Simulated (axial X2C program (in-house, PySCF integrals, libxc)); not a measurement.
# VB⁺: bond curves with and without spin–orbit coupling

What are the state, bond length, wavenumber and bond energy of VB⁺, and what does spin–orbit coupling change?

The runs use an in-house X2C program for linear molecules on PySCF integrals; all-electron X2C, V dyall-cv3z, B dyall-v3z.

All values are calculated.

### 1 Input

File task.json:

```json
{"zs": [23, 5], "q": 1, "bas": ["dyall-cv3z", "dyall-v3z"], "levels": ["PBE0", "HF", "PBE50"], "cc": true, "r0": 2.19, "thr": -2.0, "nmax": 90, "npts": 10, "nst": 2, "ntry": 6}
```

Keys: zs atomic numbers; q charge; bas basis sets; levels methods (HF also brings MP2); cc coupled cluster on or off; r0 starting distance in Å; thr threshold in hartree for freezing inner shells (an s shell follows its p shell); nmax most natural virtual spinors; npts points asked for on the curve; nst determinants followed; ntry starts of the search.

Launch:

```sh
$ python so2c.py task.json out
```

Spin-free means the one-electron spin-free X2C Hamiltonian; two-component (2c) means X2C with spin–orbit coupling and atomic mean-field two-electron Coulomb and Gaunt terms. Basis: V dyall-cv3z contracted to [10s10p6d4f2g], B dyall-v3z contracted to [7s6p2d1f]; Gaussian nuclei, density fitting. Masses: V 50.944 u, B 11.009 u.

Notation: σ, π±, δ± give the projection m of an orbital's angular momentum (0, ±1, ±2), α and β its spin, Λ and M_S the sums; ω is the projection of a spinor's total angular momentum and Ω the sum. Logs are in hartree.

The results follow Hamiltonian by Hamiltonian and level by level.

### 2 State search with PBE0

PBE0 moves the distance from 2.190 Å to 2.066 Å and compares determinants there.

Spin-free determinants:

```tsv
ΔE (eV)	state	open shells
0.00	M_S = 5/2, Λ = 0	beyond closed shells: σα, π+α, π-α, δ+α, δ-α
0.19	M_S = 5/2, Λ = 2	beyond closed shells: 2 × σα, π+α, π-α, δ+α
0.53	M_S = 3/2, Λ = 0	beyond closed shells: σβ, π+α, π-α, δ+α, δ-α
0.58	M_S = 3/2, Λ = 2	beyond closed shells: π+α, π-α, δ+α
0.80	M_S = 5/2, Λ = 1	beyond closed shells: 2 × σα, π+α, δ+α, δ-α
0.92	M_S = 3/2, Λ = 1	beyond closed shells: σα, π+α, π-α, π-β, δ+α
0.92	M_S = 3/2, Λ = 3	beyond closed shells: σα, π+α, π+β, π-α, δ+α
```

Two-component determinants:

| ΔE (eV) | state | open shells |
| --- | --- | --- |
| 0.00 | Ω = 5/2 | excess of +ω over −ω: ω = 5/2 |
| 0.17 | Ω = 1/2 | excess of +ω over −ω: ω = 1/2 |
| 0.21 | Ω = 9/2 | excess of +ω over −ω: ω = 1/2, ω = 3/2, ω = 5/2 |
| 0.53 | Ω = 3/2 | excess of +ω over −ω: 2 × ω = -1/2, ω = 5/2 |
| 0.60 | Ω = 7/2 | excess of +ω over −ω: ω = -1/2, ω = 3/2, ω = 5/2 |
| 0.80 | Ω = 3/2 | excess of +ω over −ω: ω = 1/2, ω = -3/2, ω = 5/2 |
| 0.81 | Ω = 7/2 | excess of +ω over −ω: 2 × ω = 1/2, ω = 5/2 |

### 3 PBE0, spin-free

State followed: M_S = 5/2, Λ = 0 (beyond closed shells: σα, π+α, π-α, δ+α, δ-α). The scan is laid around 2.066 Å, a first estimate of the minimum, and this SCF restarts from the orbitals of the search.

Output at 2.066 Å:

```text
spin-free X2C-1e  PBE0
basis functions 158  fitting functions 905  grid points 5079
iter        total energy     max residual
   1       -973.468264853     2.19e-05
   2       -973.468264851     3.89e-05
   3       -973.468264867     1.32e-05
   4       -973.468264875     5.06e-06
   5       -973.468264878     2.48e-06
   6       -973.468264878     1.08e-06
converged
one-electron -1388.61215609  Coulomb 434.98666500  exact exchange -12.07017755  xc functional -37.22824931  nuclear repulsion 29.45565308
```

Along the bond, energies from the lowest point:

```csv
R (Å),E (eV),μ (D),HOMO (eV),LUMO (eV),iterations
1.797,0.3592,-2.07,-12.01,-8.87,14
1.880,0.1442,-2.09,-11.95,-8.84,14
1.942,0.0569,-2.08,-11.89,-8.76,13
2.004,0.0124,-2.01,-11.82,-8.66,13
2.066,0.0000,-1.91,-11.74,-8.54,6
2.138,0.0174,-1.75,-11.64,-8.40,13
2.211,0.0617,-1.57,-11.52,-8.27,13
2.304,0.1471,-1.34,-11.36,-8.12,12
2.417,0.2782,-1.04,-11.17,-7.96,12
2.583,0.4899,-0.61,-10.90,-7.88,11
```

Dipoles are positive if B is the positive end and refer to the centre of mass.

Outer orbitals at the reference distance:

```tsv
symmetry	occupied	ε (eV)	atomic character
σα	yes	-17.67	59% B s, 14% V d, 12% V p
σβ	yes	-15.63	57% B s, 13% V p, 12% V s
π+α	yes	-12.28	75% V d, 21% B p
π-α	yes	-12.28	75% V d, 21% B p
σα	yes	-12.18	63% B p, 22% V d, 8% B s
δ+α	yes	-11.74	100% V d
δ-α	yes	-11.74	100% V d
σα	no	-8.54	43% V s, 42% V d, 10% B p
π-α	no	-7.74	52% B p, 24% V d, 19% V p
π+α	no	-7.74	52% B p, 24% V d, 19% V p
π-β	no	-7.72	61% B p, 28% V d, 7% V p
```

PBE0 fields in the half plane through the axis: z from -2.4 to 4.2 Å across, distance from the axis 0.15 to 2.25 Å upwards; V lies at z = 0 and B at z = 2.066 Å; the ELF is damped to zero where the density is low.

log10 density (e/bohr³). Ten even steps from '0' (-5.15 ) to '9' (1.40 ):
```
00011122222222222221100
00112222333333333222111
01122333333444433332221
11223344444444444443321
12233455555555555444322
12334556666555555554332
12334567876666666554432
12344678987666786655433
```

ELF. Ten even steps from ' ' (0.00 ) to '@' (1.00 ):
```
                                              
                      ....::........          
                    ..::======----====--..    
                    ..--**********######++..  
          ............==##%%####%%@@@@@@%%++  
          ..--++++++----##%%%%##%%@@@@@@@@%%::
          ::**%%##%%++::##@@::  ==@@@@@@@@@@++
          ::##--%%--**::####..@@..@@@@@@@@@@**
```

Re = 2.063 Å, ωe = 448 cm⁻¹, Be = 0.4377 cm⁻¹, De = 2.25 eV, μ = -1.91 D.

### 4 HF, spin-free

Output at 2.066 Å:

```text
spin-free X2C-1e  HF
basis functions 158  fitting functions 905  grid points 5079
iter        total energy     max residual
   1       -972.450548223     1.71e-01
   2       -972.474945191     1.68e-02
   3       -972.483009585     1.63e-02
   4       -972.486302267     1.18e-02
   5       -972.491419642     6.06e-03
   6       -972.492861202     2.22e-03
   7       -972.493122843     7.08e-04
   8       -972.493146833     3.92e-04
   9       -972.493154162     1.81e-04
  10       -972.493155405     6.46e-05
  11       -972.493155566     2.31e-05
  12       -972.493155592     8.79e-06
  13       -972.493155597     3.93e-06
  14       -972.493155598     1.83e-06
converged
one-electron -1389.24417944  Coulomb 435.74892326  exact exchange -48.45355250  xc functional 0.00000000  nuclear repulsion 29.45565308
```

No constants are quoted: the lowest point is the long end of the scan.

### 5 PBE50, spin-free

Output at 2.066 Å:

```text
spin-free X2C-1e  PBE50
basis functions 158  fitting functions 905  grid points 5079
iter        total energy     max residual
   1       -973.479918661     5.91e-02
   2       -973.483581072     7.26e-03
   3       -973.484300466     6.60e-03
   4       -973.484905212     3.86e-03
   5       -973.485505174     3.13e-03
   6       -973.485815784     8.71e-04
   7       -973.485857317     1.43e-04
   8       -973.485858483     4.42e-05
   9       -973.485858544     9.62e-06
  10       -973.485858549     3.85e-06
  11       -973.485858550     1.37e-06
converged
one-electron -1388.92189851  Coulomb 435.34800162  exact exchange -24.18009313  xc functional -25.18752161  nuclear repulsion 29.45565308
```

Re = 2.174 Å, ωe = 408 cm⁻¹, ωexe = 4.75 cm⁻¹, Be = 0.3942 cm⁻¹, De = 1.72 eV, μ = -1.55 D.

### 6 Correlated methods, spin-free

Correlated methods: 7 electrons correlated (frozen shells, counted by type: V 3 s, 2 p; B 1 s), 259 virtual spinors in MP2, 90 natural virtuals in coupled cluster.

Output of the correlated part at 2.066 Å:

```text
correlated 7  virtual 259  natural virtual 90  E(MP2) -0.121297160  MP2 remainder -0.002594538
iter   CCSD correlation   residual
   1     -0.134405791   1.34e-01
   2     -0.143908686   7.85e-02
   3     -0.148132823   4.76e-02
   4     -0.150901835   3.19e-02
   5     -0.152521791   1.57e-02
   6     -0.152710869   7.02e-03
   7     -0.152911091   3.96e-03
   8     -0.152935956   1.88e-03
   9     -0.152953095   8.78e-04
  10     -0.152954435   3.80e-04
  11     -0.152959493   1.74e-04
  12     -0.152961491   6.51e-05
  13     -0.152963621   3.46e-05
  14     -0.152964478   1.60e-05
  15     -0.152965012   7.63e-06
  16     -0.152965270   3.62e-06
  17     -0.152965376   1.74e-06
  18     -0.152965421   9.16e-07
  19     -0.152965435   3.75e-07
(T) -0.008432821  T1 0.1051  D1 0.1611  max T2 0.107
```

T1 in the output is the amplitude norm over the root of the electron number; divide by √2 for the Lee–Taylor value.

MP2: Re = 2.228 Å, ωe = 333 cm⁻¹, Be = 0.3752 cm⁻¹, De = 1.40 eV.

CCSD: Re = 2.127 Å, ωe = 417 cm⁻¹, Be = 0.4116 cm⁻¹, De = 1.57 eV. T1 at Re = 0.070 (Lee–Taylor, the printed value over √2).

CCSD(T): Re = 2.081 Å, ωe = 452 cm⁻¹, Be = 0.43 cm⁻¹, De = 1.73 eV. T1 at Re = 0.073 (Lee–Taylor, the printed value over √2).

### 7 A higher determinant, spin-free

State: M_S = 5/2, Λ = 2 (beyond closed shells: 2 × σα, π+α, π-α, δ+α).

Output at the reference distance:

```text
spin-free X2C-1e  PBE0
basis functions 158  fitting functions 905  grid points 5079
iter        total energy     max residual
   1       -973.461325300     1.95e-05
   2       -973.461325288     4.16e-05
   3       -973.461325304     3.65e-06
   4       -973.461325305     2.90e-06
converged
one-electron -1387.48804663  Coulomb 433.79081032  exact exchange -12.05723016  xc functional -37.16251191  nuclear repulsion 29.45565308
```

```csv
R (Å),E above the lowest PBE0 point (eV)
1.797,0.915
1.880,0.541
1.942,0.362
2.004,0.249
2.066,0.189
2.138,0.169
2.211,0.190
2.304,0.258
2.417,0.379
```

Re = 2.133 Å, ωe = 486 cm⁻¹, ωexe = 4.45 cm⁻¹, Be = 0.4093 cm⁻¹, μ = -1.01 D. Te = 0.17 eV.

### 8 The spin-free curves together

Energy (eV) of the followed determinant, spin-free, from each level's lowest point:

```csv
R (Å),PBE0,HF,MP2,CCSD,CCSD(T),PBE50
1.797,0.359,1.691,0.643,n/a,n/a,0.568
1.880,0.144,1.173,0.388,0.239,0.174,0.336
1.942,0.057,0.871,0.240,0.123,0.076,0.196
2.004,0.012,0.633,0.133,0.050,0.021,0.096
2.066,0.000,0.447,0.062,0.011,0.000,0.034
2.138,0.017,0.285,0.017,0.000,0.010,0.000
2.211,0.062,0.169,0.000,0.018,0.050,0.000
2.304,0.147,0.071,0.009,0.074,0.135,0.035
2.417,0.278,0.011,0.049,n/a,n/a,0.113
2.583,0.490,0.000,0.141,n/a,n/a,0.256
```

### 9 PBE0, 2c

State followed: Ω = 5/2 (excess of +ω over −ω: ω = 5/2). The scan is laid around 2.066 Å, a first estimate of the minimum, and this SCF restarts from the orbitals of the search.

Output at 2.066 Å:

```text
two-component X2C + atomic mean field  PBE0
basis functions 158  fitting functions 905  grid points 5079
iter        total energy     max residual
   1       -973.248678576     8.99e-06
   2       -973.248678578     6.45e-06
converged
one-electron -1388.06542171  Coulomb 434.87201468  exact exchange -12.06692776  xc functional -37.21828960  nuclear repulsion 29.45565308  atomic mean-field constant -0.22570727
```

Along the bond, energies from the lowest point:

```csv
R (Å),E (eV),μ (D),HOMO (eV),LUMO (eV),iterations
1.797,0.3585,-2.06,-11.99,-8.87,15
1.880,0.1438,-2.09,-11.93,-8.84,15
1.942,0.0567,-2.07,-11.87,-8.76,15
2.004,0.0124,-2.01,-11.80,-8.65,15
2.066,0.0000,-1.90,-11.72,-8.54,2
2.138,0.0174,-1.75,-11.62,-8.40,13
2.211,0.0616,-1.57,-11.50,-8.27,13
2.304,0.1468,-1.33,-11.34,-8.12,12
2.417,0.2777,-1.03,-11.15,-7.96,12
2.583,0.4889,-0.61,-10.88,-7.88,11
```

Dipoles are positive if B is the positive end and refer to the centre of mass.

Outer spinors at the reference distance:

| ω | occupied | ε (eV) | atomic character | λ mixture |
| --- | --- | --- | --- | --- |
| 1/2 | yes | -17.67 | 59% B s, 14% V d, 12% V p | 100% σ |
| -1/2 | yes | -15.63 | 57% B s, 13% V p, 12% V s | 100% σ |
| -1/2 | yes | -12.29 | 75% V d, 21% B p | 100% π |
| 3/2 | yes | -12.27 | 75% V d, 21% B p | 100% π |
| 1/2 | yes | -12.18 | 63% B p, 22% V d, 8% B s | 100% σ |
| -3/2 | yes | -11.77 | 100% V d | 100% δ |
| 5/2 | yes | -11.72 | 100% V d | 100% δ |
| 1/2 | no | -8.54 | 43% V s, 42% V d, 10% B p | 100% σ |
| -1/2 | no | -7.75 | 52% B p, 24% V d, 19% V p | 100% π |
| 3/2 | no | -7.73 | 52% B p, 24% V d, 19% V p | 100% π |
| 1/2 | no | -7.72 | 61% B p, 28% V d, 8% V p | 100% π |

PBE0 fields in the half plane through the axis: z from -2.4 to 4.2 Å across, distance from the axis 0.15 to 2.25 Å upwards; V lies at z = 0 and B at z = 2.066 Å; the ELF is damped to zero where the density is low.

log10 density (e/bohr³). Ten even steps from '0' (-5.16 ) to '9' (1.40 ):
```
00011122222222222221100
00112222333333333222111
01122333333444433332221
11223344444444444443321
12233455555555555444322
12334556666555555554332
12334567876666666554432
12344678987666786655433
```

ELF. Ten even steps from ' ' (0.00 ) to '@' (1.00 ):
```
                                              
                      ....::........          
                    ..::======----====--..    
                    ..--**********######++..  
          ............==##%%####%%@@@@@@%%++  
          ..--++++++----##%%%%##%%@@@@@@@@%%::
          ::**%%##%%++::##@@::  ==@@@@@@@@@@++
          ::##--%%--**::####..@@..@@@@@@@@@@**
```

Re = 2.063 Å, ωe = 447 cm⁻¹, Be = 0.4377 cm⁻¹, De = 2.24 eV, μ = -1.91 D.

### 10 HF, 2c

Output at 2.066 Å:

```text
two-component X2C + atomic mean field  HF
basis functions 158  fitting functions 905  grid points 5079
iter        total energy     max residual
   1       -972.231172267     1.71e-01
   2       -972.255576167     1.67e-02
   3       -972.263656988     1.63e-02
   4       -972.266960851     1.18e-02
   5       -972.272099015     6.08e-03
   6       -972.273547500     2.24e-03
   7       -972.273809590     7.10e-04
   8       -972.273833591     3.92e-04
   9       -972.273841001     1.80e-04
  10       -972.273842311     6.43e-05
  11       -972.273842514     3.09e-05
  12       -972.273842567     2.43e-05
  13       -972.273842590     1.87e-05
  14       -972.273842603     1.33e-05
  15       -972.273842611     7.25e-06
  16       -972.273842613     2.51e-06
  17       -972.273842613     1.27e-06
converged
one-electron -1388.69729419  Coulomb 435.63425369  exact exchange -48.44074791  xc functional 0.00000000  nuclear repulsion 29.45565308  atomic mean-field constant -0.22570727
```

No constants are quoted: the lowest point is the long end of the scan.

### 11 PBE50, 2c

The SCF at the reference distance of 2.066 Å:

```text
two-component X2C + atomic mean field  PBE50
basis functions 158  fitting functions 905  grid points 5079
iter        total energy     max residual
   1       -973.260419922     5.91e-02
   2       -973.264082990     7.26e-03
   3       -973.264804338     6.63e-03
   4       -973.265409882     3.86e-03
   5       -973.266012739     3.14e-03
   6       -973.266325461     8.72e-04
   7       -973.266367300     1.48e-04
   8       -973.266368477     4.43e-05
   9       -973.266368541     9.70e-06
  10       -973.266368547     4.12e-06
  11       -973.266368549     3.04e-06
converged
one-electron -1388.37487507  Coulomb 435.23310731  exact exchange -24.17363951  xc functional -25.18090709  nuclear repulsion 29.45565308  atomic mean-field constant -0.22570727
```

Re = 2.174 Å, ωe = 407 cm⁻¹, ωexe = 4.75 cm⁻¹, Be = 0.3939 cm⁻¹, De = 1.71 eV, μ = -1.55 D.

### 12 MP2 and beyond, 2c

Correlated methods: 7 electrons correlated (frozen shells, counted by type: V 3 s, 2 p; B 1 s), 259 virtual spinors in MP2, 90 natural virtuals in coupled cluster.

Output of the correlated part at 2.066 Å:

```text
correlated 7  virtual 259  natural virtual 90  E(MP2) -0.121242840  MP2 remainder -0.002592981
iter   CCSD correlation   residual
   1     -0.134356402   1.34e-01
   2     -0.143859417   7.85e-02
   3     -0.148079989   4.76e-02
   4     -0.150850152   3.19e-02
   5     -0.152471619   1.57e-02
   6     -0.152663061   7.04e-03
   7     -0.152859394   3.98e-03
   8     -0.152892690   1.92e-03
   9     -0.152901078   9.37e-04
  10     -0.152916037   4.95e-04
  11     -0.152910739   2.38e-04
  12     -0.152916391   9.50e-05
  13     -0.152916474   4.13e-05
  14     -0.152917618   2.12e-05
  15     -0.152917865   8.90e-06
  16     -0.152917897   4.40e-06
  17     -0.152917898   2.70e-06
(T) -0.008424891  T1 0.1051  D1 0.1611  max T2 0.107
```

MP2: Re = 2.229 Å, ωe = 331 cm⁻¹, Be = 0.3746 cm⁻¹, De = 1.40 eV.

CCSD: Re = 2.128 Å, ωe = 417 cm⁻¹, Be = 0.4113 cm⁻¹, De = 1.57 eV. T1 at Re = 0.070 (Lee–Taylor, the printed value over √2).

CCSD(T): Re = 2.082 Å, ωe = 448 cm⁻¹, Be = 0.4298 cm⁻¹, De = 1.73 eV. T1 at Re = 0.073 (Lee–Taylor, the printed value over √2).

### 13 A higher determinant, 2c

State: Ω = 1/2 (excess of +ω over −ω: ω = 1/2).

Output at the reference distance:

```text
two-component X2C + atomic mean field  PBE0
basis functions 158  fitting functions 905  grid points 5079
iter        total energy     max residual
   1       -973.242399929     7.28e-06
   2       -973.242399932     5.51e-06
   3       -973.242399933     4.74e-06
converged
one-electron -1386.94530505  Coulomb 433.67974105  exact exchange -12.05404693  xc functional -37.15273482  nuclear repulsion 29.45565308  atomic mean-field constant -0.22570727
```

```csv
R (Å),E above the lowest PBE0 point (eV)
1.797,0.856
1.880,0.523
1.942,0.344
2.004,0.231
2.066,0.171
2.138,0.151
2.211,0.172
2.304,0.240
2.417,0.360
```

No constants are quoted: the solution changes its character somewhere along the scan, so the fit is set aside.

### 14 The 2c curves together

Energy (eV) of the followed determinant, 2c, from each level's lowest point:

```csv
R (Å),PBE0,HF,MP2,CCSD,CCSD(T),PBE50
1.797,0.358,1.694,0.644,n/a,n/a,0.568
1.880,0.144,1.175,0.389,0.244,0.182,0.336
1.942,0.057,0.874,0.241,0.123,0.076,0.197
2.004,0.012,0.635,0.134,0.050,0.021,0.097
2.066,0.000,0.449,0.063,0.011,0.000,0.034
2.138,0.017,0.286,0.017,0.000,0.010,0.000
2.211,0.062,0.170,0.000,0.018,0.049,0.000
2.304,0.147,0.072,0.008,0.073,0.134,0.035
2.417,0.278,0.012,0.048,n/a,n/a,0.112
2.583,0.489,0.000,0.139,n/a,n/a,0.255
```

Time for the job: 91 s (1 thread, shared host).

### 15 Constants

Lowest determinant that the search found at its distance, spin-free: M_S = 5/2, Λ = 0 (beyond closed shells: σα, π+α, π-α, δ+α, δ-α).

Lowest determinant that the search found at its distance, 2c: Ω = 5/2 (excess of +ω over −ω: ω = 5/2).

```csv
Hamiltonian,level,Re (Å),ωe (cm⁻¹),De (eV),μ (D)
spin-free,PBE0,2.063,448,2.25,-1.91
spin-free,MP2,2.228,333,1.40,n/a
spin-free,CCSD,2.127,417,1.57,n/a
spin-free,CCSD(T),2.081,452,1.73,n/a
spin-free,PBE50,2.174,408,1.72,-1.55
2c,PBE0,2.063,447,2.24,-1.91
2c,MP2,2.229,331,1.40,n/a
2c,CCSD,2.128,417,1.57,n/a
2c,CCSD(T),2.082,448,1.73,n/a
2c,PBE50,2.174,407,1.71,-1.55
```

Dipoles are positive if B is the positive end and refer to the centre of mass. No constants: spin-free HF (the lowest point is the long end of the scan); 2c HF (the lowest point is the long end of the scan).

Time per point (s) on 1 thread, shared host (2c runs; CCSD comes with the CCSD(T) run); the times are rough: PBE0 0.41, MP2 0.36, CCSD(T) 2.4, PBE50 0.43.

**Reading.** At CCSD(T), going from spin-free to two-component changes Re by +1 mÅ, ωe by -1.0 %, which is small (part of it comes from the scalar share of the two-electron terms). De moves by 0.00 eV; both De rest on single-determinant atoms, which can miss part of an open shell's spin–orbit lowering.

De refers to V+ + B, each in the lowest determinant found, which need not be this curve's own limit. The state is a single determinant with fixed occupations, the lowest that a limited PBE0 search found. Dissociation energies refer to the lowest single-determinant-based atoms at the same level and basis. Density functionals use the spin component along the axis (collinear). CCSD and (T) use frozen natural virtuals with an MP2 correction for the truncation. With several unpaired electrons one determinant need not be a pure state. T1 at Re is 0.073 (Lee–Taylor), above the customary mark of 0.02.
